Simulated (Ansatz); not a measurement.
# AlGeH4Cl (SMILES [Cl][AlH][GeH3]) at HF/3-21G

What is the vertical singlet–triplet gap of AlGeH4Cl at HF/3-21G? 

The results are computed with Ansatz 0.2.0.

66 further runs of the same task are left out: 66 set aside as unsound or not needed. Runs told in other sessions of the task aren't counted.

### Step 1. Starting point

AlGeH4Cl: 7 atoms, total charge 0, spin state singlet. As SMILES, `[Cl][AlH][GeH3]`. The shape is that of a PBE0-D4/def2-TZVP optimisation.

Bond lengths: Cl1–Al2 2.102 Å, Al2–Ge3 2.467 Å, Al2–H4 1.580 Å, Ge3–H5 1.540 Å, Ge3–H6 1.540 Å, Ge3–H7 1.540 Å. Angles: Cl1–Al2–Ge3 116.8°, Cl1–Al2–H4 116.5°, Ge3–Al2–H4 126.7°, Al2–Ge3–H5 111.0°, Al2–Ge3–H6 111.0°, Al2–Ge3–H7 112.3°, H5–Ge3–H6 107.2°, H5–Ge3–H7 107.6°, H6–Ge3–H7 107.6°.

### Step 2. The energy at HF/3-21G

Input file job.yaml:

```yaml
crystal:
  periodic: [false, false, false]
  atoms:
    - {symbol: Cl, position_ang: [-2.499300, -1.527200, -0.126900]}
    - {symbol: Al, position_ang: [-0.425400, -1.314700, 0.144500]}
    - {symbol: Ge, position_ang: [0.501100, 0.959800, -0.093300]}
    - {symbol: H, position_ang: [0.379500, -2.632000, 0.480000]}
    - {symbol: H, position_ang: [0.225700, 1.522500, -1.499900]}
    - {symbol: H, position_ang: [-0.144000, 1.926400, 0.916800]}
    - {symbol: H, position_ang: [2.023700, 0.997300, 0.133100]}
basis:
  gaussian:
    orbitals: 3-21G-spherical.json
hamiltonian:
  xc: hf
accuracy: high
output: {orbitals: {seedname: orbitals}}
```

The basis set 3-21G is read from a file made from the Basis Set Exchange's data (not shown).

On the command line:

```console
$ ansatz run job.yaml --threads 1 --pin off --max-ram 2610MiB --events-out events.jsonl --progress --plain --runs-dir runs
```

Log:

```text
Warning: RAYON_NUM_THREADS=1 ignored (pool sized by the plan → 1); use --threads N
Functional definition: HF
  name "HF"
  exchange = exact_x
  correlation = 0
1091 factors; integrals over basis functions are off by at most 4.8e-9 eV
mean field evaluation 1: about -75254.5557 eV, gradient 1.4e1 eV
mean field evaluation 2: about -75254.5662 eV, gradient 1.4e1 eV
mean field evaluation 4: about -75255.4735 eV, gradient 1.2e0 eV
mean field evaluation 8: about -75255.4824 eV, gradient 3.6e-4 eV
mean field -75255.48244530 eV, -2765.5879698666 hartree, gradient 1.9e-8 eV, S^2 0.000000; 0 other end points of the search recorded, 0 dependent functions left out
reference -75255.48244530 eV, -2765.5879698666 hartree; 33, 33 occupied and 23, 23 virtual orbitals, 1091 factors
Total energy: -75255.48244530 eV, -2765.5879698666 hartree
```

It took 0.95 s on 1 thread of Arm Neoverse V1, shared host; peak memory 0.13 GiB.

### Step 3. The triplet, same level

Input file molecule.yaml:

```yaml
crystal:
  periodic: [false, false, false]
  atoms:
    - {symbol: Cl, position_ang: [-2.499300, -1.527200, -0.126900]}
    - {symbol: Al, position_ang: [-0.425400, -1.314700, 0.144500]}
    - {symbol: Ge, position_ang: [0.501100, 0.959800, -0.093300]}
    - {symbol: H, position_ang: [0.379500, -2.632000, 0.480000]}
    - {symbol: H, position_ang: [0.225700, 1.522500, -1.499900]}
    - {symbol: H, position_ang: [-0.144000, 1.926400, 0.916800]}
    - {symbol: H, position_ang: [2.023700, 0.997300, 0.133100]}
basis:
  gaussian: {orbitals: 3-21G-spherical.json}
magnetization: {spin_polarized: true, initial_magnetization: 2}
hamiltonian: {xc: hf}
accuracy: high
output: {orbitals: {seedname: orbitals}}
```

The basis set 3-21G is read from a file made from the Basis Set Exchange's data (not shown).

On the command line:

```console
$ ansatz run molecule.yaml --threads 1 --pin off --max-ram 2610MiB --events-out events.jsonl --progress --plain --runs-dir runs
```

Log:

```text
Warning: RAYON_NUM_THREADS=1 ignored (pool sized by the plan → 1); use --threads N
Functional definition: HF
  name "HF"
  exchange = exact_x
  correlation = 0
1091 factors; integrals over basis functions are off by at most 4.8e-9 eV
mean field evaluation 1: about -75249.9146 eV, gradient 1.0e1 eV
mean field evaluation 2: about -75249.9298 eV, gradient 1.1e1 eV
mean field evaluation 4: about -75251.1338 eV, gradient 1.4e0 eV
mean field evaluation 8: about -75251.1851 eV, gradient 2.3e-1 eV
mean field evaluation 16: about -75249.4476 eV, gradient 4.7e0 eV
mean field -75251.19080778 eV, -2765.4302550968 hartree, gradient 7.5e-8 eV, S^2 2.005558; 0 other end points of the search recorded, 0 dependent functions left out
reference -75251.19080778 eV, -2765.4302550968 hartree; 34, 32 occupied and 22, 24 virtual orbitals, 1091 factors
Total energy: -75251.19080778 eV, -2765.4302550968 hartree
```

Run time: 2 s. Hardware: 1 thread of Arm Neoverse V1, shared host; peak memory 0.18 GiB.

### Step 4. Summary of results

At HF/3-21G:

| quantity | value |
| --- | --- |
| singlet: total energy | -2765.58797 Eh |
| singlet: HOMO energy | -10.43 eV |
| singlet: LUMO energy | 0.48 eV |
| singlet: HOMO–LUMO gap | 10.91 eV |
| triplet: total energy | -2765.43026 Eh |
| triplet: HOMO energy (highest over α and β) | -5.98 eV |
| triplet: LUMO energy (lowest over α and β) | -3.43 eV |
| triplet: ⟨S²⟩ | 2.006 |
| vertical energy of the triplet above the singlet | 4.292 eV |

At this shape the triplet lies 4.29 eV (99 kcal/mol) above the singlet.
